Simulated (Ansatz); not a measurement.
Sn₃Bi, space group Fm-3m, a phonon calculation by finite displacements

With Ansatz's Python interface.

Typed at the interpreter:
```pycon
>>> from pathlib import Path
>>> import warnings
>>> import ansatz
>>> import numpy as np
>>> warnings.simplefilter("ignore", ansatz.DeckWarning)
>>> sn3bi = (
...     ansatz.Lattice.of([0.0, 3.849017, 3.849017], [3.849017, 0.0, 3.849017], [3.849017, 3.849017, 0.0])
...     .atom("Sn", [0.0, 0.0, 0.0])
...     .atom("Sn", [0.25, 0.25, 0.25])
...     .atom("Sn", [0.75, 0.75, 0.75])
...     .atom("Bi", [0.5, 0.5, 0.5])
... )
>>> [site.symbol for site in sn3bi.resolved().sites]
['Sn', 'Sn', 'Sn', 'Bi']
>>> # the cell itself: zone-centre modes alone
>>> setup = (
...     sn3bi.calculation()
...     .functional("lda")
...     .pseudopotentials("paw")
...     .basis(510)
...     .occupations("fermi_dirac", width=0.15)
...     .kpoints(6, 6, 6)
...     .phonons("fd", supercell=1, amplitude=0.03)
... )
>>> done = setup.run(runs_dir="phonon_runs")
>>> folder = Path(done.output_folder) / "results"
>>> ph = done.phonons
>>> for mode, w in enumerate(ph.gamma_omega_inv_cm, start=1):
...     print(f"Gamma mode {mode:2d}: {w:8.1f} 1/cm  {w / 33.35641:7.3f} THz")
...
Gamma mode  1:      0.0 1/cm    0.000 THz
Gamma mode  2:      0.0 1/cm    0.000 THz
Gamma mode  3:      0.0 1/cm    0.000 THz
Gamma mode  4:     60.5 1/cm    1.813 THz
Gamma mode  5:     60.5 1/cm    1.813 THz
Gamma mode  6:     60.5 1/cm    1.813 THz
Gamma mode  7:     80.8 1/cm    2.424 THz
Gamma mode  8:     80.8 1/cm    2.424 THz
Gamma mode  9:     80.8 1/cm    2.424 THz
Gamma mode 10:     87.3 1/cm    2.617 THz
Gamma mode 11:     87.3 1/cm    2.617 THz
Gamma mode 12:     87.3 1/cm    2.617 THz
>>> print(f"{ph.n_members} displaced supercells, sum-rule residual {ph.asr_residual_pre_ev_ang2:.1e} eV/A^2")
4 displaced supercells, sum-rule residual 1.6e-03 eV/A^2
>>> optical = np.sort(ph.gamma_omega_inv_cm)
>>> print("imaginary modes at Gamma:", int((optical < -10).sum()), "- highest mode", round(float(optical[-1]), 1), "1/cm")
imaginary modes at Gamma: 0 - highest mode 87.3 1/cm
```

Caveats:
- The cell isn't relaxed first, so the values belong to this volume.
- The mesh is modest for a metal, so energies can be off by several to tens of meV an atom and pressures by half a GPa or more; differences at equal mesh fare better.
- Spin-orbit coupling, which matters for elements this heavy, is left out.
- The structure comes from a database of computed cells and needn't be a stable or known phase.
- The structure is taken as given and the supercell is small; imaginary modes can come from an unrelaxed or unstable start. Phonons of metals also depend on mesh and smearing.
- Wall time of the script: 47 s on 1 thread of Arm Neoverse V2, on a shared host, peak memory 0.54 GiB.
